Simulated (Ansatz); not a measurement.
# Si3SnO8: the band gap up the ladder of functionals

An exercise on one series of results from a longer session: the logs are not shown, and one member is left open.

Code: Ansatz 0.2.0. PAW datasets, plane waves. No spin polarisation and no zero-point or thermal motion; the cell was built from a prototype and may be hypothetical.

**The cell**

The cell was relaxed beforehand with r2SCAN.

The symmetry is Cmmm (No. 65, orthorhombic); a = 6.020 Å, b = 6.210 Å, c = 5.647 Å in the conventional setting, 8.80 Å³ an atom. Near Si stand 6 O at 1.76–1.90 Å; near Si stand 6 O at 1.78–1.83 Å; near O stand 3 Si at 1.81–1.90 Å; near O stand 2 Si at 1.76–1.78 Å and 1 Sn at 1.99 Å; near Sn stand 6 O at 1.99–2.02 Å.

As a file:

Space group Cmmm (No. 65). a = 6.020 Å, b = 6.210 Å, c = 5.647 Å, α = 90.00°, β = 90.00°, γ = 90.00°
```json
{"atom": "Si", "site": "2b", "symmetry": "mmm", "x": "0.0000", "y": "0.5000", "z": "0.0000"}
{"atom": "Si", "site": "4k", "symmetry": "mm2", "x": "0.0000", "y": "0.0000", "z": "0.7613"}
{"atom": "O", "site": "4i", "symmetry": "m2m", "x": "0.0000", "y": "0.1942", "z": "0.0000"}
{"atom": "O", "site": "8o", "symmetry": ".m.", "x": "0.2043", "y": "0.5000", "z": "0.7773"}
{"atom": "Sn", "site": "2c", "symmetry": "mmm", "x": "0.0000", "y": "0.5000", "z": "0.5000"}
{"atom": "O", "site": "4j", "symmetry": "m2m", "x": "0.0000", "y": "0.1750", "z": "0.5000"}
```

Set-up of the first run:

input.yaml reads:

```yaml
crystal:
  lattice:
    - [3.1048833626, -3.0101726231, 0.0]
    - [3.1048833626, 3.0101726231, 0.0]
    - [0.0, 0.0, 5.647168409]
  atoms:
    - { symbol: Si, position: [0.5, 0.5, 0.0] }
    - { symbol: Si, position: [0.0, 0.0, 0.7612800996] }
    - { symbol: O, position: [0.1942356063, 0.1942356063, 0.0] }
    - { symbol: O, position: [0.8057643937, 0.8057643937, 0.0] }
    - { symbol: O, position: [0.7042584825, 0.2957415175, 0.7772706981] }
    - { symbol: O, position: [0.2957415175, 0.7042584825, 0.7772706981] }
    - { symbol: Sn, position: [0.5, 0.5, 0.5] }
    - { symbol: Si, position: [0.0, 0.0, 0.2387199004] }
    - { symbol: O, position: [0.1750482588, 0.1750482588, 0.5] }
    - { symbol: O, position: [0.8249517412, 0.8249517412, 0.5] }
    - { symbol: O, position: [0.7042584825, 0.2957415175, 0.2227293019] }
    - { symbol: O, position: [0.2957415175, 0.7042584825, 0.2227293019] }
kpoints:
  mp_grid: { grid: [6, 6, 4] }
  band_path:
    path:
      - [[0.0, 0.0, 0.0], [0.5, 0.5, 0.0], [0.5150192792916, 0.4849807207084, 0.0]]
      - [[0.4849807207084, -0.4849807207084, 0.0], [0.0, 0.0, 0.0], [0.0, 0.0, 0.5], [0.4849807207084, -0.4849807207084, 0.5]]
      - [[0.5150192792916, 0.4849807207084, 0.5], [0.5, 0.5, 0.5], [0.5, 0.5, 0.0]]
      - [[0.0, 0.0, 0.0], [0.5, 1.757259706222e-17, 0.0], [0.5, 1.757259706222e-17, 0.5], [0.0, 0.0, 0.5], [0.5, 0.5, 0.5]]
    npoints: 10
hamiltonian:
  xc: pbe
scf:
  occupations: { method: fermi_dirac, width: 0.02 }
  n_extra_bands: 7
output:
  forces: true
  stress: true
  eigenvalues: true
```

Among the steps run: PBE bands along the symmetry lines; r2SCAN at the same geometry; HSE06 at the same geometry; PBE+SOC at the same geometry; PBE0 at the same geometry.

One table of the session follows, with a row left open; its other results are not shown here.

```
  level  gap (eV)
    PBE      3.55
 r2SCAN         ?
  HSE06      5.52
PBE+SOC      3.56
   PBE0      6.27
```

**Question.** Estimate the row for r2SCAN.

**Answer.** gap (eV): 4.35. In the column «gap (eV)» it lies between PBE+SOC (3.56) and HSE06 (5.52).

Meshes: PBE 6×6×4, r2SCAN 6×6×4, HSE06 4×4×4, PBE+SOC 6×6×4, PBE0 4×4×4

PBE gives the least gap, 3.55 eV, and PBE0 the largest, 6.27 eV. Against HSE06, PBE is short by 1.97 eV, at 64 % of it, and r2SCAN 79 %. PBE0 lies 0.76 eV above HSE06, which differs from it by screening the long-range exchange.

Limits of these values: Warnings in the runs' records: stress scf threshold loose, stress exchange threshold loose.
